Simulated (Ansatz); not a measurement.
# CHF5OSn: relaxing the structure

What shape does CHF5OSn take? The plan is to relax it.

Program: Ansatz 0.2.0, Gaussian basis. Level of theory: RKS PBE0-D4/def2-TZVP. These are calculated values, not measurements.

Plan: relaxation at PBE0-D4/def2-TZVP.

1 further run of the same task is left out (set aside as unsound or not needed).

## 1. The system as given

SMILES `[F][SnH]([F])[O]C(F)(F)F`, 9 atoms, charge 0, spin multiplicity 1.

Atoms are counted from 1 here; the program's logs count them from 0.

Bond lengths: F1–Sn2 1.913 Å, Sn2–F3 1.915 Å, Sn2–O4 1.994 Å, Sn2–H9 1.665 Å, O4–C5 1.298 Å, C5–F6 1.338 Å, C5–F7 1.346 Å, C5–F8 1.332 Å. Angles: F1–Sn2–F3 100.3°, F1–Sn2–O4 106.7°, F1–Sn2–H9 120.3°, F3–Sn2–O4 106.5°, F3–Sn2–H9 122.2°, O4–Sn2–H9 99.5°, Sn2–O4–C5 124.3°, O4–C5–F6 112.9°, O4–C5–F7 113.5°, O4–C5–F8 111.5°, F6–C5–F7 105.5°, F6–C5–F8 106.4°, F7–C5–F8 106.4°.

Coordinates:

```xyz
9
charge 0, multiplicity 1
F    -2.4507   -0.2767    0.5524
Sn   -1.0564   -0.9628   -0.5642
F    -0.3177   -2.2979    0.5928
O     0.3163    0.4758   -0.7162
C     1.0057    0.9376    0.2824
F     2.1800    0.3153    0.4372
F     0.3784    0.8223    1.4679
F     1.2823    2.2316    0.1287
H    -1.3379   -1.2452   -2.1809
```

The start is a GFN2-xTB geometry. Sn takes the def2 core potential; no spin-orbit term is included.

## 2. Relaxation at PBE0-D4/def2-TZVP

File in.yaml:

```yaml
crystal:
  periodic: [false, false, false]
  atoms:
    - {symbol: F, position_ang: [-2.450700, -0.276680, 0.552350]}
    - {symbol: Sn, position_ang: [-1.056450, -0.962800, -0.564170]}
    - {symbol: F, position_ang: [-0.317750, -2.297940, 0.592770]}
    - {symbol: O, position_ang: [0.316300, 0.475790, -0.716230]}
    - {symbol: C, position_ang: [1.005720, 0.937590, 0.282430]}
    - {symbol: F, position_ang: [2.180030, 0.315340, 0.437160]}
    - {symbol: F, position_ang: [0.378430, 0.822330, 1.467870]}
    - {symbol: F, position_ang: [1.282290, 2.231560, 0.128700]}
    - {symbol: H, position_ang: [-1.337860, -1.245190, -2.180880]}
basis:
  gaussian: {orbitals: def2-TZVP}
hamiltonian: {xc: pbe0, dispersion: d4}
relax: {f_tol: 0.005, max_steps: 150}
```

On the command line:

```console
> ansatz run in.yaml --threads 2 --pin off --events-out ev --progress --plain --max-ram 22528MiB --backend cuda --devices 0, --max-vram 18GiB
```

Q: Predict the results of all the runs planned. Wanted: point group; shift from the start; total energy; dispersion term; dipole moment.

**Answer**, as computed:

```
                  quantity           value
               point group              Cs
                     steps              18
shift from the start (rms)         0.238 Å
              total energy  -22510.2242 eV
           dispersion term        -182 meV
             dipole moment          3.86 D
```

What this shows: The relaxed geometry lies 0.24 Å (rms) from the start; the bond that changed most is Sn2–O4, from 1.994 to 1.962 Å. No vibrations were run, so it is not proven to be a minimum. The largest Mulliken charge, +1.29 e, sits on Sn2.
